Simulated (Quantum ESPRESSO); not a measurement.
The system is Te2Mo.

```
Mo Te
1.0
     3.51820    0.00000    0.00000
    -1.75910    3.04685    0.00000
     0.00000    0.00000   13.97360
Mo Te
2 4
Direct
  0.33333 0.66667 0.25000
  0.66667 0.33333 0.75000
  0.33333 0.66667 0.62100
  0.66667 0.33333 0.12100
  0.33333 0.66667 0.87900
  0.66667 0.33333 0.37900
```

Base run:

* Program: Quantum ESPRESSO 7.5
* Functional: LDA
* Potentials or basis: PseudoDojo 0.4.1 SR LDA standard
* Cutoff: 1088 eV
* Density cutoff: 4354 eV
* k mesh: 12 × 12 × 3
* Occupations: fermi-dirac, width 0.05 eV
* Spin: no spin polarisation

Its results: band gap on the k mesh 0.72 eV, indirect (least direct gap 1.03 eV); pressure -2.6 GPa; largest force 0.234 eV/Å; electronic dielectric tensor (diagonal) 19.98, 19.98, 11.00.

Task: The run is repeated on the same cell with these changes: functional from LDA to PBE; potentials or basis from PseudoDojo 0.4.1 SR LDA standard to PseudoDojo 0.4.1 SR PBE standard. What comes out?

Result: Band gap on the k mesh 0.74 eV, indirect (least direct gap 1.04 eV); pressure 3.4 GPa; largest force 0.239 eV/Å; electronic dielectric tensor (diagonal) 19.98, 19.98, 10.84.

Caveats: on a mesh that holds Γ this program's dielectric tensor can be off by some percent beyond the error of the mesh; spin-orbit coupling is left out, which moves the levels of the heavy elements; an odd mesh through Γ misses points on the zone boundary, where band edges often lie; the cell is more than 3 GPa from zero pressure, which shifts response properties (some runs); this functional lacks dispersion, which binds the layers, so the pressure and a relaxed spacing across them are unreliable (some runs).

Not every run made on this cell is shown here.
